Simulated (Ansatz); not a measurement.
# Li+ with CH6Si: superposition error and deformation

How much of this pair's binding is borrowed basis, and how much do the fragments pay to take the shapes they have in the pair?

Computed with Ansatz 0.2.0, Gaussian basis. Level: PBE0-D4 structures, single points in def2-TZVPPD.

Levels: PBE-D4, revPBE-D4, BLYP-D4, r2SCAN-D4, B97M-V, PBE0-D4, B3LYP-D4, HSE06-D4, wB97X-V, wB97M-V, B2PLYP, Hartree-Fock, MP2, CCSD, CCSD(T).

Correlated methods freeze the cores. The outer core shell of Li, Na, Mg and K is correlated. B3LYP uses VWN-RPA correlation. B2PLYP carries no dispersion term here.

130 further runs of the same task are left out: 1 that didn't finish, 129 set aside as unsound or not needed.

## 1. Starting geometry

The relaxed pair: 9 atoms, charge 1, spin multiplicity 1.

Atoms are counted from 1 here; the program's logs count them from 0.

Bond lengths: Li1–C2 2.132 Å, C2–Si3 1.920 Å, C2–H4 1.099 Å, C2–H5 1.099 Å, C2–H6 1.099 Å, Si3–H7 1.479 Å, Si3–H8 1.479 Å, Si3–H9 1.479 Å. Angles: Li1–C2–Si3 180.0°, Li1–C2–H4 73.7°, Li1–C2–H5 73.7°, Li1–C2–H6 73.8°, Si3–C2–H4 106.3°, Si3–C2–H5 106.3°, Si3–C2–H6 106.3°, H4–C2–H5 112.5°, H4–C2–H6 112.5°, H5–C2–H6 112.5°, C2–Si3–H7 106.8°, C2–Si3–H8 106.8°, C2–Si3–H9 106.8°, H7–Si3–H8 112.0°, H7–Si3–H9 112.0°, H8–Si3–H9 112.0°.

Coordinates:

```tsv
atom	x (Å)	y (Å)	z (Å)
Li1	-1.70001	1.26828	-1.80960
C2	-0.40015	0.29897	-0.42565
Si3	0.77030	-0.57511	0.81983
H4	-1.39177	-0.15239	-0.28447
H5	0.01229	0.10289	-1.42487
H6	-0.38375	1.36646	-0.16652
H7	0.22625	-0.31838	2.17048
H8	2.11008	0.02367	0.63927
H9	0.75667	-2.01437	0.48142
```

Atoms 1 to 1 are fragment A (Li+), the rest fragment B (CH6Si). From earlier runs, pair energy (eV) and counterpoise interaction (kcal/mol):

```tsv
method	E(pair)	interaction
PBE-D4	-9205.50540	-19.14
revPBE-D4	-9210.37259	-18.21
BLYP-D4	-9211.25963	-18.91
r2SCAN-D4	-9210.49807	-17.43
B97M-V	-9210.77039	-16.81
PBE0-D4	-9206.79972	-19.17
B3LYP-D4	-9213.25470	-19.19
HSE06-D4	-9206.50140	-19.18
wB97X-V	-9210.42115	-18.45
wB97M-V	-9210.20397	-18.56
B2PLYP	-9207.46176	-18.72
Hartree-Fock	-9186.03909	-17.28
MP2	-9195.59239	-17.66
CCSD(T)	-9197.08369	-17.46
```

First each fragment is run alone in its own basis, frozen in the shape it has in the pair (a, b).

## 2. wB97X-V/def2-TZVPPD

File a/in.yaml:

```yaml
crystal:
  periodic: [false, false, false]
  atoms:
    - {symbol: Li, position_ang: [-1.700013, 1.268277, -1.809597]}
basis:
  gaussian: {orbitals: "def2-TZVPPD.json"}
total_charge: 1
hamiltonian: {xc: {name: wB97X-V}}
```

File b/in.yaml:

```yaml
crystal:
  periodic: [false, false, false]
  atoms:
    - {symbol: C, position_ang: [-0.400148, 0.298971, -0.425654]}
    - {symbol: Si, position_ang: [0.770298, -0.575112, 0.819832]}
    - {symbol: H, position_ang: [-1.391766, -0.152390, -0.284470]}
    - {symbol: H, position_ang: [0.012285, 0.102885, -1.424875]}
    - {symbol: H, position_ang: [-0.383751, 1.366457, -0.166520]}
    - {symbol: H, position_ang: [0.226248, -0.318380, 2.170484]}
    - {symbol: H, position_ang: [2.110075, 0.023666, 0.639274]}
    - {symbol: H, position_ang: [0.756673, -2.014374, 0.481424]}
basis:
  gaussian: {orbitals: "def2-TZVPPD.json"}
hamiltonian: {xc: {name: wB97X-V}}
```

The basis file named in the input lies beside it (Basis Set Exchange, JSON).

Each run has its own folder and the same command.

On the command line:

```sh
$ ansatz run in.yaml --threads 2 --pin off --events-out ev --progress --plain --max-ram 5222MiB
```

Log of a:

```text
Functional definition: wB97X-V
  name "wB97X-V"
  cite "Mardirossian & Head-Gordon, Phys. Chem. Chem. Phys. 16, 9904 (2014) doi:10.1039/C3CP54374A"
  cite "Becke, J. Chem. Phys. 107, 8554 (1997) doi:10.1063/1.475007"
  cite "Vydrov & Van Voorhis, J. Chem. Phys. 133, 244103 (2010) doi:10.1063/1.3521275"
  parameter omega = 0.3/bohr
  parameter cx = 0.167
  parameter cx1 = 0.603
  parameter cx2 = 1.194
  parameter css0 = 0.556
  parameter css1 = -0.257
  parameter cos0 = 1.219
  parameter cos1 = -1.850
  parameter b = 6.0
  parameter c = 0.01
  exchange = spin_sum(e_x_unif_sr(omega)*poly(b97_u_x, 1 - cx, cx1, cx2)) + cx*exact_x_sr(omega) + exact_x_lr(omega)
  correlation = spin_sum(e_c_pw_same_spin*poly(b97_u_same, css0, css1))
      + integral(e_c_pw_opposite_spin*poly(b97_u_opposite, cos0, cos1)) + vv10(b, c)
139 factors; their error is unknown
50 factors; integrals over basis functions are off by at most 2.1e-4 eV
mean field evaluation 1: about -198.0572 eV, gradient 3.5e-1 eV
mean field evaluation 2: about -198.0572 eV, gradient 3.5e-1 eV
mean field evaluation 4: about -198.0572 eV, gradient 3.0e-2 eV
mean field evaluation 8: about -198.0572 eV, gradient 4.4e-7 eV
mean field -198.05722125 eV, -7.2784686331 hartree, gradient 4.4e-7 eV, S^2 0.000000; 0 other end points of the search recorded, 0 dependent functions left out
reference -198.05722091 eV, -7.2784686203 hartree; 1, 1 occupied and 21, 21 virtual orbitals, 139 factors
Total energy: -198.05722091 eV, -7.2784686203 hartree
```

Output in b (excerpt; [...] marks lines left out):

```text
[... 5 set-up lines as earlier in the session ...]
[...]
      + integral(e_c_pw_opposite_spin*poly(b97_u_opposite, cos0, cos1)) + vv10(b, c)
843 factors; their error is unknown
273 factors; integrals over basis functions are off by at most 1.4e-5 eV
[...]
mean field -9011.56143062 eV, -331.1687743194 hartree, gradient 1.1e-5 eV, S^2 0.000000; 0 other end points of the search recorded, 0 dependent functions left out
reference -9011.56142860 eV, -331.1687742454 hartree; 13, 13 occupied and 174, 174 virtual orbitals, 843 factors
Total energy: -9011.56142860 eV, -331.1687742454 hartree
```

They took 0.35 s (a), 6 s (b) on 2 threads of Arm Neoverse V1, shared host.

## 3. wB97M-V/def2-TZVPPD

Each input of step 2 (a, b) changes in the same lines:

```diff
-hamiltonian: {xc: {name: wB97X-V}}
+hamiltonian: {xc: {name: wB97M-V}}
```

Each run has its own folder and the same command.

On the command line:

```sh
$ ansatz run in.yaml --threads 2 --pin off --events-out ev --progress --plain --max-ram 5222MiB
```

Log of a (excerpt; [...] marks lines left out):

```text
Functional definition: wB97M-V
  name "wB97M-V"
  cite "Mardirossian & Head-Gordon, J. Chem. Phys. 144, 214110 (2016) doi:10.1063/1.4952647"
[... 2 set-up lines as earlier in the session ...]
  # Of w^i u^j: cxij and so on, Table III.
[...]
  gx(w, u) = 1 - cx + cx01*u + cx10*w
  gss(w, u) = css00 + css04*u^4 + css10*w + css20*w^2 + css43*w^4*u^3
  gos(w, u) = cos00 + cos10*w + (cos20 + cos21*u)*w^2 + (cos60 + cos61*u)*w^6
[...]
      + integral(e_c_pw_mod_opposite_spin*gos(b97_w_opposite, b97_u_opposite)) + vv10(b, c)
139 factors; their error is unknown
50 factors; integrals over basis functions are off by at most 2.1e-4 eV
[...]
mean field -197.98566991 eV, -7.2758391695 hartree, gradient 3.9e-7 eV, S^2 0.000000; 0 other end points of the search recorded, 0 dependent functions left out
reference -197.98567899 eV, -7.2758395033 hartree; 1, 1 occupied and 21, 21 virtual orbitals, 139 factors
Total energy: -197.98567899 eV, -7.2758395033 hartree
```

Log of b (excerpt; [...] marks lines left out):

```text
[... 5 set-up lines as earlier in the session ...]
  # Of w^i u^j: cxij and so on, Table III.
[...]
  gx(w, u) = 1 - cx + cx01*u + cx10*w
  gss(w, u) = css00 + css04*u^4 + css10*w + css20*w^2 + css43*w^4*u^3
  gos(w, u) = cos00 + cos10*w + (cos20 + cos21*u)*w^2 + (cos60 + cos61*u)*w^6
[...]
      + integral(e_c_pw_mod_opposite_spin*gos(b97_w_opposite, b97_u_opposite)) + vv10(b, c)
838 factors; their error is unknown
273 factors; integrals over basis functions are off by at most 1.4e-5 eV
[...]
mean field -9011.41071595 eV, -331.1632356578 hartree, gradient 5.0e-5 eV, S^2 0.000000; 0 other end points of the search recorded, 0 dependent functions left out
reference -9011.41076778 eV, -331.1632375623 hartree; 13, 13 occupied and 174, 174 virtual orbitals, 838 factors
Total energy: -9011.41076778 eV, -331.1632375623 hartree
```

They took 0.35 s (a), 7.5 s (b) on 2 threads of Arm Neoverse V1, shared host.

## 4. B2PLYP/def2-TZVPPD

Each input of step 3 (a, b) changes in the same lines:

```diff
-hamiltonian: {xc: {name: wB97M-V}}
+hamiltonian: {xc: {name: B2PLYP}}
```

One command serves all of them, each in its own folder.

On the command line:

```sh
$ ansatz run in.yaml --threads 2 --pin off --events-out ev --progress --plain --max-ram 5222MiB
```

a printed:

```text
Functional definition: B2PLYP
  name "B2PLYP"
  cite "Grimme, J. Chem. Phys. 124, 034108 (2006) doi:10.1063/1.2148954"
  cite "Becke, Phys. Rev. A 38, 3098 (1988) doi:10.1103/PhysRevA.38.3098"
  cite "Lee, Yang & Parr, Phys. Rev. B 37, 785 (1988) doi:10.1103/PhysRevB.37.785"
  parameter a = 0.53
  parameter c = 0.27
  exchange = (1 - a)*b88_x + a*exact_x
  correlation = (1 - c)*lyp_c + c*(mp2_os + mp2_ss)
115 factors; integrals over basis functions are off by at most 1.7e-4 eV
mean field evaluation 1: about -197.7856 eV, gradient 2.2e-1 eV
mean field evaluation 2: about -197.7856 eV, gradient 2.2e-1 eV
mean field evaluation 4: about -197.7856 eV, gradient 9.7e-5 eV
mean field evaluation 8: about -197.7856 eV, gradient 7.8e-6 eV
mean field -197.78564506 eV, -7.2684883920 hartree, gradient 7.8e-6 eV, S^2 0.000000; 0 other end points of the search recorded, 0 dependent functions left out
reference -197.78567180 eV, -7.2684893745 hartree; 1, 1 occupied and 21, 21 virtual orbitals, 115 factors
second order -0.88875546 eV of doubles, -0.00000000 eV of singles
Total energy: -198.02563577 eV, -7.2773078880 hartree
```

b printed (excerpt; [...] marks lines left out):

```text
[... 5 set-up lines as earlier in the session ...]
[...]
1029 factors; integrals over basis functions are off by at most 7.8e-4 eV
[...]
mean field -9005.76159373 eV, -330.9556342450 hartree, gradient 9.8e-6 eV, S^2 0.000000; 0 other end points of the search recorded, 0 dependent functions left out
6 core orbitals not correlated: weight in the atoms' cores, before any rotation towards them, 1.000 or more for the frozen orbitals, at most 0.000 for the correlated occupied ones
reference -9005.76174960 eV, -330.9556399734 hartree; 7, 7 occupied and 174, 174 virtual orbitals, 1029 factors
second order -10.58363019 eV of doubles, -0.00000000 eV of singles
Total energy: -9008.61932976 eV, -331.0606541070 hartree
```

Times: 0.15 s (a), 3.8 s (b) on 2 threads of Arm Neoverse V1, shared host.

## 5. B97M-V/def2-TZVPPD

Each input of step 4 (a, b) changes in the same lines:

```diff
-hamiltonian: {xc: {name: B2PLYP}}
+hamiltonian: {xc: {name: B97M-V}}
```

One command serves all of them, each in its own folder.

On the command line:

```sh
$ ansatz run in.yaml --threads 2 --pin off --events-out ev --progress --plain --max-ram 5222MiB
```

Output in a (excerpt; [...] marks lines left out):

```text
Functional definition: B97M-V
  name "B97M-V"
  cite "Mardirossian & Head-Gordon, J. Chem. Phys. 142, 074111 (2015) doi:10.1063/1.4907719"
[... 2 set-up lines as earlier in the session ...]
  # Of w^i u^j: cxij and so on, Table III.
[...]
  gx(w, u) = cx00 + cx01*u + cx02*u^2 + (cx10 + cx11*u)*w
  gss(w, u) = css00 + css02*u^2 + css10*w + (css32*w^3 + css42*w^4)*u^2
  gos(w, u) = cos00 + cos01*u + cos03*u^3 + cos10*w + cos32*w^3*u^2
[...]
      + integral(e_c_pw_mod_opposite_spin*gos(b97_w_opposite, b97_u_opposite)) + vv10(b, c)
139 factors; their error is unknown
[...]
mean field -198.92348132 eV, -7.3103031035 hartree, gradient 4.7e-7 eV, S^2 0.000000; 0 other end points of the search recorded, 0 dependent functions left out
reference -198.92348931 eV, -7.3103033968 hartree; 1, 1 occupied and 21, 21 virtual orbitals, 139 factors
Total energy: -198.92348931 eV, -7.3103033968 hartree
```

Output in b (excerpt; [...] marks lines left out):

```text
[... 5 set-up lines as earlier in the session ...]
  # Of w^i u^j: cxij and so on, Table III.
[...]
  gx(w, u) = cx00 + cx01*u + cx02*u^2 + (cx10 + cx11*u)*w
  gss(w, u) = css00 + css02*u^2 + css10*w + (css32*w^3 + css42*w^4)*u^2
  gos(w, u) = cos00 + cos01*u + cos03*u^3 + cos10*w + cos32*w^3*u^2
[...]
      + integral(e_c_pw_mod_opposite_spin*gos(b97_w_opposite, b97_u_opposite)) + vv10(b, c)
833 factors; their error is unknown
[...]
mean field -9011.11602110 eV, -331.1524058215 hartree, gradient 2.9e-5 eV, S^2 0.000000; 0 other end points of the search recorded, 0 dependent functions left out
reference -9011.11608259 eV, -331.1524080813 hartree; 13, 13 occupied and 174, 174 virtual orbitals, 833 factors
Total energy: -9011.11608259 eV, -331.1524080813 hartree
```

Times: 0.35 s (a), 7 s (b) on 2 threads of Arm Neoverse V1, shared host.

## 6. CCSD(T)/def2-TZVPPD

Each input of step 5 (a, b) changes in the same lines:

```diff
-hamiltonian: {xc: {name: B97M-V}}
+correlation: {method: ccsd_t}
```

The same command starts each run, in its folder.

On the command line:

```sh
$ ansatz run in.yaml --threads 2 --pin off --events-out ev --progress --plain --max-ram 5222MiB
```

Output in a:

```text
Functional definition: HF
  name "HF"
  cite "Fock, Z. Phys. 61, 126 (1930) doi:10.1007/BF01340294"
  parent pbe
  exchange = exact_x
  correlation = 0
115 factors; integrals over basis functions are off by at most 1.7e-4 eV
mean field evaluation 1: about -196.9117 eV, gradient 2.2e-2 eV
mean field evaluation 2: about -196.9117 eV, gradient 2.2e-2 eV
mean field evaluation 4: about -196.9117 eV, gradient 9.3e-7 eV
mean field -196.91172360 eV, -7.2363723707 hartree, gradient 9.3e-7 eV, S^2 0.000000; 0 other end points of the search recorded, 0 dependent functions left out
reference -196.91172360 eV, -7.2363723707 hartree; 1, 1 occupied and 21, 21 virtual orbitals, 115 factors
second order -0.81477337 eV of doubles, -0.00000000 eV of singles
cycle   1  -0.91492215 eV  change   -1.0e-1 eV  update   6.4e-3
cycle   2  -0.93093315 eV  change   -1.6e-2 eV  update   1.1e-3
cycle   3  -0.93078795 eV  change    1.5e-4 eV  update   9.2e-5
cycle   4  -0.93078954 eV  change   -1.6e-6 eV  update   4.4e-6
cycle   5  -0.93079010 eV  change   -5.6e-7 eV  update   7.2e-7
perturbative correction 0.00000000 eV, 0.0000000000 hartree
Total energy: -197.84251370 eV, -7.2705782759 hartree
```

Output in b (excerpt; [...] marks lines left out):

```text
[... 4 set-up lines as earlier in the session ...]
[...]
1029 factors; integrals over basis functions are off by at most 7.8e-4 eV
[...]
mean field -8988.37730556 eV, -330.3167734384 hartree, gradient 2.0e-6 eV, S^2 0.000000; 0 other end points of the search recorded, 0 dependent functions left out
6 core orbitals not correlated: weight in the atoms' cores, before any rotation towards them, 1.000 or more for the frozen orbitals, at most 0.000 for the correlated occupied ones
reference -8988.37730556 eV, -330.3167734384 hartree; 7, 7 occupied and 174, 174 virtual orbitals, 1029 factors
second order -8.71183442 eV of doubles, -0.00000000 eV of singles
cycle   1  -9.45759466 eV  change   -7.5e-1 eV  update   6.5e-2
[...]
cycle   9  -9.77732521 eV  change    3.0e-6 eV  update   5.6e-6
perturbative correction -0.31722351 eV, -0.0116577489 hartree
Total energy: -8998.47185427 eV, -330.6877412613 hartree
```

Times: 0.1 s (a), 21 s (b) on 2 threads of Arm Neoverse V1, shared host; peak memory 1.8 GiB.

## 7. Relaxing CH6Si alone

File relax-b/in.yaml:

```yaml
crystal:
  periodic: [false, false, false]
  atoms:
    - {symbol: C, position_ang: [-0.400148, 0.298971, -0.425654]}
    - {symbol: Si, position_ang: [0.770298, -0.575112, 0.819832]}
    - {symbol: H, position_ang: [-1.391766, -0.152390, -0.284470]}
    - {symbol: H, position_ang: [0.012285, 0.102885, -1.424875]}
    - {symbol: H, position_ang: [-0.383751, 1.366457, -0.166520]}
    - {symbol: H, position_ang: [0.226248, -0.318380, 2.170484]}
    - {symbol: H, position_ang: [2.110075, 0.023666, 0.639274]}
    - {symbol: H, position_ang: [0.756673, -2.014374, 0.481424]}
basis:
  gaussian: {orbitals: def2-TZVP}
hamiltonian: {xc: pbe0, dispersion: d4}
relax: {f_tol: 0.005, max_steps: 200}
```

On the command line:

```sh
$ ansatz run in.yaml --threads 2 --pin off --events-out ev --progress --plain --max-ram 5222MiB
```

Standard output (excerpt; [...] marks lines left out):

```text
Functional definition: PBE0
  name "PBE0"
  cite "Adamo & Barone, J. Chem. Phys. 110, 6158 (1999) doi:10.1063/1.478522"
  cite "Perdew, Burke & Ernzerhof, Phys. Rev. Lett. 77, 3865 (1996) doi:10.1103/PhysRevLett.77.3865"
[... 1 set-up line as earlier in the session ...]
[...]
712 factors; their error is unknown
[...]
mean field -9008.21810842 eV, -331.0459094951 hartree, gradient 7.3e-5 eV, S^2 0.000000; 0 other end points of the search recorded, 0 dependent functions left out
[...]
reference -9008.21813737 eV, -331.0459105588 hartree; 13, 13 occupied and 91, 91 virtual orbitals, 712 factors
relax step   1: F+E_penalty+E_count = -9008.30277033 eV  Δ(F+E_penalty+E_count) = +0.000e0 eV  max|allowed force component| = 9.082e-1 eV/Å  Δτ_max = 0.0000 Å  (22 SCF iters, accepted)
[...]
reference -9008.33115403 eV, -331.0500638444 hartree; 13, 13 occupied and 91, 91 virtual orbitals, 712 factors
Total energy: -9008.41545838 eV, -331.0531619721 hartree
Atom 0 at    -0.389649     0.291037    -0.414447 Å, force     0.003951    -0.003097     0.004106 eV/Å
Atom 1 at     0.751027    -0.560612     0.799173 Å, force     0.004034    -0.002973     0.004249 eV/Å
Atom 2 at    -1.404396    -0.105144    -0.335729 Å, force    -0.001119     0.001724    -0.002010 eV/Å
Atom 3 at    -0.044985     0.141891    -1.440036 Å, force    -0.002145     0.001522    -0.001204 eV/Å
Atom 4 at    -0.428106     1.365345    -0.221468 Å, force    -0.001821     0.000689    -0.002100 eV/Å
Atom 5 at     0.280342    -0.356374     2.196287 Å, force     0.001171    -0.000492    -0.003888 eV/Å
Atom 6 at     2.133452    -0.019961     0.690588 Å, force    -0.003867    -0.001405     0.000217 eV/Å
Atom 7 at     0.802228    -2.024458     0.535128 Å, force    -0.000205     0.004031     0.000630 eV/Å
Dipole moment:    -0.105737     0.078944    -0.112496 e Å
```

Wall time 6 s (2 threads of Arm Neoverse V1, shared host).

The steps of the relaxation:

```tsv
step	energy from step 1 (eV)	largest force component (eV/Å)
1	0.0000	0.9082
2	-0.1005	0.3471
3	-0.1125	0.0629
4	-0.1127	0.0042
```

Distances of close pairs at the start and the end, largest changes first:

```tsv
bond	before (Å)	after (Å)	change (Å)
C1–Si2	1.920	1.871	-0.049
Si2–H7	1.479	1.488	+0.010
Si2–H6	1.479	1.488	+0.010
Si2–H8	1.479	1.488	+0.010
C1–H4	1.099	1.092	-0.006
C1–H3	1.099	1.092	-0.006
C1–H5	1.099	1.092	-0.006
```

## 8. PBE-D4/def2-TZVPPD

File free-b/in.yaml:

```yaml
crystal:
  periodic: [false, false, false]
  atoms:
    - {symbol: C, position_ang: [-0.389649, 0.291037, -0.414447]}
    - {symbol: Si, position_ang: [0.751027, -0.560612, 0.799173]}
    - {symbol: H, position_ang: [-1.404396, -0.105144, -0.335729]}
    - {symbol: H, position_ang: [-0.044985, 0.141891, -1.440036]}
    - {symbol: H, position_ang: [-0.428106, 1.365345, -0.221468]}
    - {symbol: H, position_ang: [0.280342, -0.356374, 2.196287]}
    - {symbol: H, position_ang: [2.133452, -0.019961, 0.690588]}
    - {symbol: H, position_ang: [0.802228, -2.024458, 0.535128]}
basis:
  gaussian: {orbitals: "def2-TZVPPD.json"}
hamiltonian: {xc: pbe, dispersion: d4}
```

On the command line:

```sh
$ ansatz run in.yaml --threads 2 --pin off --events-out ev --progress --plain --max-ram 5222MiB
```

Standard output:

```text
Functional definition: PBE
  name "PBE"
[... 2 set-up lines as earlier in the session ...]
  parameter kappa = 0.804
  parameter beta = 0.06672455060314922
  exchange = pbe_x(kappa = kappa, mu = beta*pi^2/3)
  correlation = pbe_c(beta = beta)
833 factors; their error is unknown
mean field evaluation 1: about -8998.9667 eV, gradient 6.0e1 eV
mean field evaluation 2: about -8986.8923 eV, gradient 8.1e1 eV
mean field evaluation 4: about -9007.2178 eV, gradient 2.6e0 eV
mean field evaluation 8: about -9007.2355 eV, gradient 3.2e-2 eV
mean field evaluation 16: about -9007.2088 eV, gradient 8.0e-5 eV
mean field -9007.20878249 eV, -331.0088174512 hartree, gradient 8.0e-5 eV, S^2 0.000000; 0 other end points of the search recorded, 0 dependent functions left out
reference -9007.20882501 eV, -331.0088190135 hartree; 13, 13 occupied and 174, 174 virtual orbitals, 833 factors
Total energy: -9007.31068667 eV, -331.0125623607 hartree
```

Run time: 1.7 s. Hardware: 2 threads of Arm Neoverse V1, shared host.

## 9. r2SCAN-D4/def2-TZVPPD

Changes to free-b/in.yaml since step 8:

```diff
@@ -13,2 +13,2 @@
   gaussian: {orbitals: "def2-TZVPPD.json"}
-hamiltonian: {xc: pbe, dispersion: d4}
+hamiltonian: {xc: r2scan, dispersion: d4}
```

On the command line:

```sh
$ ansatz run in.yaml --threads 2 --pin off --events-out ev --progress --plain --max-ram 5222MiB
```

Standard output:

```text
Functional definition: r2SCAN
  name "r2SCAN"
  cite "Furness, Kaplan, Ning, Perdew & Sun, J. Phys. Chem. Lett. 11, 8208 (2020) doi:10.1021/acs.jpclett.0c02405"
  cite "Furness, Kaplan, Ning, Perdew & Sun, J. Phys. Chem. Lett. 11, 9248 (2020) doi:10.1021/acs.jpclett.0c03077"
  parent r2scan
  parameter k0 = 0.174
  parameter k1 = 0.065
  parameter a1 = 4.9479
  exchange = r2scan_x(k0 = k0, k1 = k1, a1 = a1)
  correlation = r2scan_c
833 factors; their error is unknown
mean field evaluation 1: about -9005.1545 eV, gradient 5.4e1 eV
mean field evaluation 2: about -8999.6084 eV, gradient 6.5e1 eV
mean field evaluation 4: about -9011.7143 eV, gradient 1.4e0 eV
mean field evaluation 8: about -9011.6906 eV, gradient 4.6e-1 eV
mean field -9011.69087489 eV, -331.1735313089 hartree, gradient 6.1e-5 eV, S^2 0.000000; 0 other end points of the search recorded, 0 dependent functions left out
reference -9011.69088697 eV, -331.1735317525 hartree; 13, 13 occupied and 174, 174 virtual orbitals, 833 factors
Total energy: -9011.71483381 eV, -331.1744117827 hartree
```

Run time: 3 s. Hardware: 2 threads of Arm Neoverse V1, shared host.

## 10. PBE0-D4/def2-TZVPPD

Changes to free-b/in.yaml since step 9:

```diff
@@ -13,2 +13,3 @@
   gaussian: {orbitals: "def2-TZVPPD.json"}
-hamiltonian: {xc: r2scan, dispersion: d4}
+hamiltonian: {xc: pbe0, dispersion: d4}
+output: {orbitals: {seedname: orbitals}}
```

On the command line:

```sh
$ ansatz run in.yaml --threads 2 --pin off --events-out ev --progress --plain --max-ram 5222MiB
```

Standard output (excerpt; [...] marks lines left out):

```text
[... 5 set-up lines as earlier in the session ...]
  parameter a = 0.25
[... 2 set-up lines as earlier in the session ...]
  exchange = (1 - a)*pbe_x(kappa = kappa, mu = beta*pi^2/3) + a*exact_x
[... 1 set-up line as earlier in the session ...]
850 factors; their error is unknown
mean field evaluation 1: about -9003.5469 eV, gradient 4.6e1 eV
mean field evaluation 2: about -9001.6804 eV, gradient 5.0e1 eV
mean field evaluation 4: about -9008.3703 eV, gradient 6.6e-1 eV
mean field evaluation 8: about -9008.3766 eV, gradient 1.2e-2 eV
mean field -9008.37662051 eV, -331.0517347068 hartree, gradient 3.6e-5 eV, S^2 0.000000; 0 other end points of the search recorded, 0 dependent functions left out
reference -9008.37665058 eV, -331.0517358118 hartree; 13, 13 occupied and 174, 174 virtual orbitals, 850 factors
Total energy: -9008.46095493 eV, -331.0548339394 hartree
```

Wall time 2 s (2 threads of Arm Neoverse V1, shared host).

(Part 1 of 2 ends here.)
